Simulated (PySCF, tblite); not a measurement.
# 2-ethoxytetrahydrofuran: a rotation path, then NMR shifts on frames

How do NMR shifts of 2-ethoxytetrahydrofuran (`CCO[C@H]1CCCO1`) change as the atoms move?

Programs: tblite 0.8.0 and PySCF 2.14.0, with density-fitted response routines of our own. Each step states its level of theory. These are calculated values for one molecule in the gas phase, unless marked as measured. Atoms are numbered from 0 throughout.

### 1 Starting geometry

20 atoms, charge 0, multiplicity 1; geometry from: GFN2-xTB.

Bonds of the start (Å): C0–C1 1.53, C1–O2 1.42, O2–C3 1.40, C3–C4 1.54, C4–C5 1.53, C5–C6 1.53, C6–O7 1.42, O7–C3 1.40, C0–H8 1.09, C0–H9 1.09, C0–H10 1.09, C1–H11 1.10, C1–H12 1.09, C3–H13 1.10, C4–H14 1.09, C4–H15 1.09, C5–H16 1.09, C5–H17 1.09, C6–H18 1.09, C6–H19 1.10.

### 2 The rotation path with GFN2-xTB

What the job is given:

```
{"job": {"kind": "neb", "xc": "GFN2-xTB", "basis": "xTB", "atoms": [4, 3, 2, 1], "turn": 120}, "charge": 0, "multiplicity": 1}
C      2.886465    -0.787375    -0.075118
C      1.882371    -0.005698     0.768100
O      0.566104    -0.532425     0.706229
C     -0.166458    -0.182783    -0.437877
C     -1.552489    -0.847281    -0.309226
C     -2.522034     0.335609    -0.212687
C     -1.586797     1.492225     0.147982
O     -0.379659     1.202043    -0.533048
H      2.684015    -0.667870    -1.136690
H      3.889497    -0.421532     0.127454
H      2.835843    -1.844473     0.174319
H      1.869102     1.047929     0.465002
H      2.154083    -0.069595     1.825121
H      0.377847    -0.475818    -1.347911
H     -1.764799    -1.493994    -1.156621
H     -1.549415    -1.441838     0.602571
H     -3.297949     0.186348     0.533853
H     -2.989843     0.525691    -1.178655
H     -1.932256     2.466661    -0.196784
H     -1.408778     1.524855     1.230948
```

Method: GFN2-xTB climbing-image nudged elastic band, gas phase.

Launch:

```bash
$ OMP_NUM_THREADS=1 python probes_run.py task.json out
```

The driver reads the jobs from task.json and runs them one after another.

Log:

```text
image   E - E0 / eV
  0      -0.0000
  1       0.0126
  2       0.0408
  3       0.0816
  4       0.1330
  5       0.1806
  6       0.1852
  7       0.1490
  8       0.1135
```

It took 12 s on 1 thread, shared host.

The final band, with the dihedral C4–C3–O2–C1:

```
image  dihedral (°)  energy (eV)  energy (kcal/mol)
    0          -180        0.000                0.0
    1          -170        0.013                0.3
    2          -160        0.041                0.9
    3          -149        0.082                1.9
    4          -137        0.133                3.1
    5          -120        0.181                4.2
    6          -102        0.185                4.3
    7           -81        0.149                3.4
    8           -76        0.113                2.6
```

### 3 NMR shieldings: image 0, PBE0/pcSseg-1

What the job is given:

```
{"job": {"kind": "nmr", "xc": "PBE0", "basis": "pcSseg-1", "pop": false}, "charge": 0, "multiplicity": 1}
C      2.886500    -0.787400    -0.075100
C      1.882400    -0.005700     0.768100
O      0.566100    -0.532400     0.706200
C     -0.166500    -0.182800    -0.437900
C     -1.552500    -0.847300    -0.309200
C     -2.522000     0.335600    -0.212700
C     -1.586800     1.492200     0.148000
O     -0.379700     1.202000    -0.533000
H      2.684000    -0.667900    -1.136700
H      3.889500    -0.421500     0.127500
H      2.835800    -1.844500     0.174300
H      1.869100     1.047900     0.465000
H      2.154100    -0.069600     1.825100
H      0.377800    -0.475800    -1.347900
H     -1.764800    -1.494000    -1.156600
H     -1.549400    -1.441800     0.602600
H     -3.297900     0.186300     0.533900
H     -2.989800     0.525700    -1.178700
H     -1.932300     2.466700    -0.196800
H     -1.408800     1.524900     1.230900
```

With the program's defaults for keys left out, this is: GIAO PBE0/pcSseg-1 NMR shielding, non-relativistic, gas phase.

Log:

```text
coarse grid: 16128 points
cycle   1  E = -385.6294959969  dE =  1.040e+00  |g| = 7.542e-01  |ddm| = 3.819e+00
cycle   2  E = -385.5496094506  dE =  7.989e-02  |g| = 1.024e+00  |ddm| = 1.330e+00
cycle   3  E = -385.7367653414  dE = -1.872e-01  |g| = 8.689e-02  |ddm| = 8.240e-01
cycle   4  E = -385.7379708185  dE = -1.205e-03  |g| = 3.639e-02  |ddm| = 7.661e-02
cycle   5  E = -385.7382741402  dE = -3.033e-04  |g| = 5.714e-03  |ddm| = 3.071e-02
cycle   6  E = -385.7382803318  dE = -6.192e-06  |g| = 1.804e-03  |ddm| = 5.109e-03
final grid: 154128 points
cycle   7  E = -385.8097079666  dE = -4.331e-05  |g| = 1.497e-02  |ddm| = 3.241e-02
cycle   8  E = -385.8096666046  dE =  4.136e-05  |g| = 2.141e-02  |ddm| = 2.217e-02
cycle   9  E = -385.8097504627  dE = -8.386e-05  |g| = 1.270e-03  |ddm| = 1.345e-02
cycle  10  E = -385.8097508105  dE = -3.478e-07  |g| = 2.214e-04  |ddm| = 1.275e-03
cycle  11  E = -385.8097508192  dE = -8.637e-09  |g| = 9.670e-05  |ddm| = 2.226e-04
cycle  12  E = -385.8097508206  dE = -1.388e-09  |g| = 3.676e-05  |ddm| = 8.571e-05
cycle  13  E = -385.8097508208  dE = -2.384e-10  |g| = 4.291e-06  |ddm| = 2.776e-05
converged SCF energy = -385.8097508208

GIAO shielding tensors (ppm)
atom      isotropic    diamagn.    paramagn.     s11        s22        s33       span
  0 C      172.995     248.198     -75.203    152.061    179.615    187.309     35.249
  1 C      124.222     243.961    -119.739     89.333    112.668    170.667     81.334
  2 O      235.792     401.119    -165.327    199.548    240.581    267.246     67.698
  3 C       83.609     245.029    -161.420     46.358     89.180    115.289     68.931
  4 C      149.986     250.353    -100.367    119.725    153.289    176.945     57.220
  5 C      158.054     251.567     -93.514    130.853    167.435    175.873     45.019
  6 C      117.217     244.781    -127.563     72.477    113.005    166.170     93.693
  7 O      235.996     398.587    -162.592    200.550    211.052    296.385     95.835
  8 H       30.070      30.852      -0.782     25.307     30.270     34.633      9.325
  9 H       31.023      27.428       3.595     26.880     27.934     38.256     11.376
 10 H       30.671      29.391       1.279     26.762     28.608     36.643      9.881
 11 H       27.506      31.386      -3.880     21.881     29.123     31.513      9.631
 12 H       28.031      30.208      -2.177     22.169     28.233     33.691     11.522
 13 H       26.168      33.119      -6.950     22.107     26.417     29.981      7.874
 14 H       29.561      30.861      -1.300     24.921     27.966     35.797     10.875
 15 H       29.844      31.783      -1.939     24.788     29.565     35.180     10.391
 16 H       29.935      29.293       0.643     25.747     26.960     37.099     11.352
 17 H       30.012      29.801       0.211     24.844     27.571     37.620     12.776
 18 H       27.694      28.960      -1.266     22.994     26.247     33.841     10.847
 19 H       27.824      30.694      -2.871     22.791     26.731     33.949     11.158
```

Wall time 1.7 min (1 thread, shared host).

Shifts follow as δ = σ(reference) − σ, with reference shieldings (ppm) from runs at the same level and on the same kind of geometry: ¹H TMS 31.72, ¹³C TMS 186.9, ¹⁷O H2O 336.1. The references are single molecules in the gas phase, so shifts against H2O, NH3, PH3, H3PO4 or CFCl3 are not on the usual liquid scales and can be off by tens of ppm. Each atom is listed at this fixed geometry, with no averaging over motion; a spectrum would average atoms that exchange fast.

```
atoms                                    environment  σ (ppm)  δ (ppm)
   C3                 sp3 carbon bearing two oxygens     83.6    103.3
   C6                            sp3 CH2 bonded to O    117.2     69.7
   C1                            sp3 CH2 bonded to O    124.2     62.7
   C4                              sp3 CH2 in a ring    150.0     36.9
   C5                              sp3 CH2 in a ring    158.1     28.9
   C0                                  methyl carbon    173.0     13.9
  H13  hydrogen on an sp3 carbon bearing two oxygens    26.17     5.55
  H11             hydrogen on an sp3 CH2 bonded to O    27.51     4.21
  H18             hydrogen on an sp3 CH2 bonded to O    27.69     4.02
  H19             hydrogen on an sp3 CH2 bonded to O    27.82     3.89
  H12             hydrogen on an sp3 CH2 bonded to O    28.03     3.69
  H14               hydrogen on an sp3 CH2 in a ring    29.56     2.16
  H15               hydrogen on an sp3 CH2 in a ring    29.84     1.87
  H16               hydrogen on an sp3 CH2 in a ring    29.94     1.78
  H17               hydrogen on an sp3 CH2 in a ring    30.01     1.71
   H8                    hydrogen on a methyl carbon    30.07     1.65
  H10                    hydrogen on a methyl carbon    30.67     1.05
   H9                    hydrogen on a methyl carbon    31.02     0.69
   O2                                   ether oxygen    235.8    100.3
   O7                                   ether oxygen    236.0    100.1
```

Ring of atoms C3, C4, C5, C6, O7: NICS(0) -7.4, NICS(1) -3.8, NICS(1)zz -5.7 ppm (means of both faces).

Orbitals, density, ELF and potential are computed afterwards from the orbital file.

Frontier orbitals at PBE0/pcSseg-1, with the share of their density that lies nearest to each atom:

```
orbital  energy (eV)                                                         lies on
   HOMO        -7.59                                                O2 52 %; O7 19 %
   LUMO         1.44  H13, H14, H17 about 13 % each; H16, H18 about 7 % each; H8 6 %
```

ELF in a plane through or near 7 of the atoms.

Values, 10 rows by 14 columns:
```
0.00 0.00 0.00 0.00 0.00 0.00 0.00 0.00 0.00 0.00 0.00 0.00 0.00 0.00
0.00 0.00 0.00 0.00 0.00 0.00 0.00 0.00 0.00 0.00 0.00 0.00 0.00 0.00
0.00 0.00 0.00 0.00 0.01 0.30 0.01 0.00 0.03 0.19 0.20 0.00 0.00 0.00
0.00 0.00 0.04 0.02 0.22 1.00 0.10 0.39 0.36 0.77 0.58 0.00 0.00 0.00
0.00 0.02 0.99 0.95 0.49 0.81 0.05 0.56 0.60 0.68 0.24 0.02 0.00 0.00
0.00 0.01 0.77 0.71 0.29 0.18 0.49 0.64 0.33 0.47 0.79 0.12 0.00 0.00
0.00 0.00 0.04 0.77 0.67 0.01 0.25 0.56 0.43 0.60 0.50 0.08 0.00 0.00
0.00 0.00 0.00 0.24 0.14 0.00 0.01 0.08 1.00 0.95 0.01 0.00 0.00 0.00
0.00 0.00 0.00 0.00 0.00 0.00 0.00 0.01 0.77 0.46 0.00 0.00 0.00 0.00
0.00 0.00 0.00 0.00 0.00 0.00 0.00 0.00 0.00 0.00 0.00 0.00 0.00 0.00
```
The map spans 13.0 Å across and 9.4 Å up, centred on the molecule. Atoms in the plane (x, y in Å): C0 (-3.0, -0.3), C3 (0.2, -0.4), C5 (2.5, -0.2), C6 (1.9, 1.1), H9 (-3.9, 0.3), H11 (-1.6, 1.4), H14 (1.5, -2.1).

log10 of the density (e/Å³) in the same plane.

Values, 10 rows by 14 columns:
```
-4.0 -4.0 -4.0 -4.0 -4.0 -4.0 -4.0 -4.0 -4.0 -4.0 -4.0 -4.0 -4.0 -4.0
-4.0 -4.0 -4.0 -4.0 -4.0 -3.7 -4.0 -4.0 -3.2 -3.0 -3.4 -4.0 -4.0 -4.0
-4.0 -4.0 -4.0 -3.6 -2.7 -2.1 -2.6 -2.7 -1.9 -1.5 -2.0 -3.5 -4.0 -4.0
-4.0 -3.7 -2.6 -2.1 -1.3 -0.1 -1.3 -1.0 -0.4  0.0 -1.1 -2.8 -4.0 -4.0
-4.0 -2.7 -1.1 -0.3 -0.3  0.0 -0.8 -0.1  0.0  0.3 -0.8 -2.1 -3.3 -4.0
-4.0 -2.7 -1.2  0.1  0.7 -0.7 -0.1  1.2 -0.3  0.2  0.1 -1.5 -2.9 -4.0
-4.0 -3.2 -2.0 -0.5 -0.3 -1.5 -0.7 -0.2  0.2 -0.2 -0.7 -1.9 -3.2 -4.0
-4.0 -4.0 -2.9 -1.9 -1.9 -2.6 -2.3 -1.5  0.1 -0.6 -2.2 -3.1 -4.0 -4.0
-4.0 -4.0 -4.0 -3.6 -3.6 -4.0 -3.6 -2.6 -1.7 -2.0 -3.2 -4.0 -4.0 -4.0
-4.0 -4.0 -4.0 -4.0 -4.0 -4.0 -4.0 -4.0 -3.7 -3.8 -4.0 -4.0 -4.0 -4.0
```
The map spans 13.0 Å across and 9.4 Å up, centred on the molecule. Atoms in the plane (x, y in Å): C0 (-3.0, -0.3), C3 (0.2, -0.4), C5 (2.5, -0.2), C6 (1.9, 1.1), H9 (-3.9, 0.3), H11 (-1.6, 1.4), H14 (1.5, -2.1).

On the surface of density 0.002 e/bohr³ the electrostatic potential runs, from the 1st to the 99th percentile, from -1.42 V near O7 to 0.66 V near H16.

### 4 NMR shieldings: image 3, PBE0/pcSseg-1

What the job is given:

```
{"job": {"kind": "nmr", "xc": "PBE0", "basis": "pcSseg-1", "pop": false}, "charge": 0, "multiplicity": 1}
C      2.819100    -0.352500    -0.088600
C      1.676200    -0.191600     0.907100
O      0.512300    -0.943800     0.615500
C     -0.228300    -0.563700    -0.527200
C     -1.706600    -0.907600    -0.235400
C     -2.393300     0.462600    -0.153700
C     -1.207500     1.424100    -0.051000
O     -0.173800     0.805200    -0.795400
H      2.527600     0.024600    -1.065500
H      3.673000     0.219600     0.266900
H      3.105700    -1.396800    -0.179700
H      1.419500     0.872200     0.986200
H      1.976400    -0.556600     1.892700
H      0.170700    -1.077000    -1.416400
H     -2.135000    -1.536800    -1.010900
H     -1.742200    -1.437800     0.715000
H     -3.059800     0.550000     0.700600
H     -2.955300     0.664600    -1.065300
H     -1.385000     2.404100    -0.494200
H     -0.899000     1.547800     0.996300
```

Method: GIAO PBE0/pcSseg-1 NMR shielding, non-relativistic, gas phase.

Log:

```text
coarse grid: 16128 points
cycle   1  E = -385.6263977752  dE =  1.045e+00  |g| = 7.534e-01  |ddm| = 3.830e+00
cycle   2  E = -385.5502936624  dE =  7.610e-02  |g| = 1.013e+00  |ddm| = 1.309e+00
cycle   3  E = -385.7331944975  dE = -1.829e-01  |g| = 8.695e-02  |ddm| = 8.098e-01
cycle   4  E = -385.7344047317  dE = -1.210e-03  |g| = 3.572e-02  |ddm| = 7.592e-02
cycle   5  E = -385.7346940381  dE = -2.893e-04  |g| = 6.263e-03  |ddm| = 3.054e-02
cycle   6  E = -385.7347009816  dE = -6.943e-06  |g| = 2.456e-03  |ddm| = 5.889e-03
final grid: 154128 points
cycle   7  E = -385.8059578707  dE = -4.528e-05  |g| = 1.499e-02  |ddm| = 3.553e-02
cycle   8  E = -385.8059154477  dE =  4.242e-05  |g| = 2.157e-02  |ddm| = 2.246e-02
cycle   9  E = -385.8060003970  dE = -8.495e-05  |g| = 1.380e-03  |ddm| = 1.367e-02
cycle  10  E = -385.8060007966  dE = -3.997e-07  |g| = 2.639e-04  |ddm| = 1.362e-03
cycle  11  E = -385.8060008067  dE = -1.003e-08  |g| = 1.384e-04  |ddm| = 2.655e-04
cycle  12  E = -385.8060008099  dE = -3.213e-09  |g| = 2.677e-05  |ddm| = 1.082e-04
cycle  13  E = -385.8060008100  dE = -1.329e-10  |g| = 3.739e-06  |ddm| = 2.420e-05
converged SCF energy = -385.8060008100

GIAO shielding tensors (ppm)
atom      isotropic    diamagn.    paramagn.     s11        s22        s33       span
  0 C      171.514     248.932     -77.417    155.170    172.771    186.602     31.432
  1 C      125.571     243.962    -118.391     89.933    119.023    167.759     77.826
  2 O      249.251     400.913    -151.662    185.438    266.448    295.867    110.429
  3 C       82.901     244.417    -161.515     48.762     85.547    114.395     65.633
  4 C      148.316     249.964    -101.648    118.672    148.699    177.577     58.905
  5 C      158.406     251.447     -93.041    130.059    168.665    176.495     46.436
  6 C      115.698     245.244    -129.546     69.534    111.424    166.137     96.603
  7 O      238.760     398.702    -159.942    193.314    229.684    293.281     99.967
  8 H       29.957      31.221      -1.265     25.092     30.966     33.812      8.720
  9 H       31.017      28.010       3.007     26.977     27.978     38.096     11.119
 10 H       30.647      29.175       1.473     26.826     28.185     36.931     10.104
 11 H       27.660      32.144      -4.484     22.324     28.874     31.782      9.458
 12 H       28.044      30.116      -2.073     22.374     28.095     33.662     11.287
 13 H       25.919      31.885      -5.967     22.322     25.229     30.205      7.884
 14 H       29.508      30.272      -0.764     24.798     27.690     36.035     11.237
 15 H       29.696      31.145      -1.448     24.935     29.030     35.124     10.189
 16 H       29.856      29.464       0.392     25.760     26.811     36.998     11.238
 17 H       29.938      29.659       0.279     24.671     27.507     37.634     12.963
 18 H       27.617      29.515      -1.899     22.880     26.214     33.756     10.875
 19 H       27.937      31.358      -3.421     22.749     27.404     33.659     10.910
```

Run time: 77 s. Hardware: 1 thread, shared host.

Key values: δ C3 104.0, C6 71.2, C1 61.4, C4 38.6, H13 5.80, H18 4.10 ppm.

### 5 Shielding tensors: image 6, PBE0/pcSseg-1

What the job is given:

```
{"job": {"kind": "nmr", "xc": "PBE0", "basis": "pcSseg-1", "pop": false}, "charge": 0, "multiplicity": 1}
C      2.663200     0.059300     0.074200
C      1.521300    -0.524300     0.903000
O      0.681800    -1.387500     0.157600
C     -0.296700    -0.813500    -0.687100
C     -1.703100    -0.867500    -0.037900
C     -2.208500     0.577100    -0.083500
C     -0.931200     1.380000    -0.338000
O     -0.061200     0.515800    -1.047900
H      2.267400     0.637000    -0.756500
H      3.277900     0.703900     0.697900
H      3.276800    -0.745300    -0.321400
H      0.942800     0.279500     1.373500
H      1.925400    -1.161800     1.695800
H     -0.249200    -1.417100    -1.605600
H     -2.355900    -1.544900    -0.582800
H     -1.597100    -1.232300     0.983200
H     -2.696400     0.878000     0.841200
H     -2.906400     0.714200    -0.909100
H     -1.086700     2.258700    -0.966000
H     -0.469400     1.701400     0.606200
```

Level: GIAO PBE0/pcSseg-1 NMR shielding, non-relativistic, gas phase.

Log:

```text
coarse grid: 16128 points
cycle   1  E = -385.6172533061  dE =  1.037e+00  |g| = 7.613e-01  |ddm| = 3.822e+00
cycle   2  E = -385.5391086277  dE =  7.814e-02  |g| = 1.024e+00  |ddm| = 1.354e+00
cycle   3  E = -385.7261197060  dE = -1.870e-01  |g| = 9.201e-02  |ddm| = 8.453e-01
cycle   4  E = -385.7275148454  dE = -1.395e-03  |g| = 3.653e-02  |ddm| = 8.165e-02
cycle   5  E = -385.7278206447  dE = -3.058e-04  |g| = 6.156e-03  |ddm| = 3.193e-02
cycle   6  E = -385.7278281130  dE = -7.468e-06  |g| = 1.524e-03  |ddm| = 5.708e-03
final grid: 154128 points
cycle   7  E = -385.7995655534  dE = -3.952e-05  |g| = 1.488e-02  |ddm| = 3.062e-02
cycle   8  E = -385.7995234504  dE =  4.210e-05  |g| = 2.140e-02  |ddm| = 2.229e-02
cycle   9  E = -385.7996077929  dE = -8.434e-05  |g| = 1.238e-03  |ddm| = 1.360e-02
cycle  10  E = -385.7996081242  dE = -3.313e-07  |g| = 2.379e-04  |ddm| = 1.311e-03
cycle  11  E = -385.7996081345  dE = -1.035e-08  |g| = 8.218e-05  |ddm| = 2.330e-04
cycle  12  E = -385.7996081354  dE = -9.173e-10  |g| = 3.930e-05  |ddm| = 8.214e-05
cycle  13  E = -385.7996081357  dE = -2.730e-10  |g| = 4.215e-06  |ddm| = 2.976e-05
converged SCF energy = -385.7996081357

GIAO shielding tensors (ppm)
atom      isotropic    diamagn.    paramagn.     s11        s22        s33       span
  0 C      166.001     248.537     -82.535    148.879    162.391    186.735     37.856
  1 C      123.770     244.757    -120.987     92.014    114.558    164.738     72.723
  2 O      241.112     399.102    -157.990    196.481    235.692    291.164     94.683
  3 C       77.740     242.401    -164.661     42.221     84.597    106.402     64.181
  4 C      147.103     251.146    -104.043    110.899    152.684    177.726     66.827
  5 C      159.367     251.007     -91.639    129.845    170.448    177.809     47.964
  6 C      111.796     245.113    -133.318     69.974    101.445    163.967     93.993
  7 O      234.012     398.445    -164.433    171.684    213.054    317.298    145.615
  8 H       29.422      31.178      -1.756     23.685     31.469     33.111      9.426
  9 H       31.007      28.757       2.250     27.138     27.855     38.029     10.891
 10 H       30.421      29.026       1.395     26.867     28.005     36.391      9.524
 11 H       28.158      32.697      -4.539     24.016     28.938     31.519      7.502
 12 H       27.926      29.729      -1.804     22.728     27.597     33.453     10.725
 13 H       25.739      30.453      -4.714     22.274     24.869     30.074      7.799
 14 H       29.282      30.261      -0.979     24.962     27.715     35.168     10.206
 15 H       29.828      31.480      -1.652     25.527     29.060     34.897      9.370
 16 H       29.827      29.717       0.110     25.910     26.757     36.813     10.904
 17 H       29.875      29.542       0.333     24.610     27.511     37.502     12.892
 18 H       27.432      29.391      -1.960     22.978     25.812     33.506     10.529
 19 H       27.632      31.483      -3.850     22.651     27.593     32.652     10.000
```

It took 79 s on 1 thread, shared host.

In short: δ C3 109.2, C6 75.1, C1 63.2, C4 39.8, H13 5.98, H18 4.29 ppm.

[end of part 1 of 2]
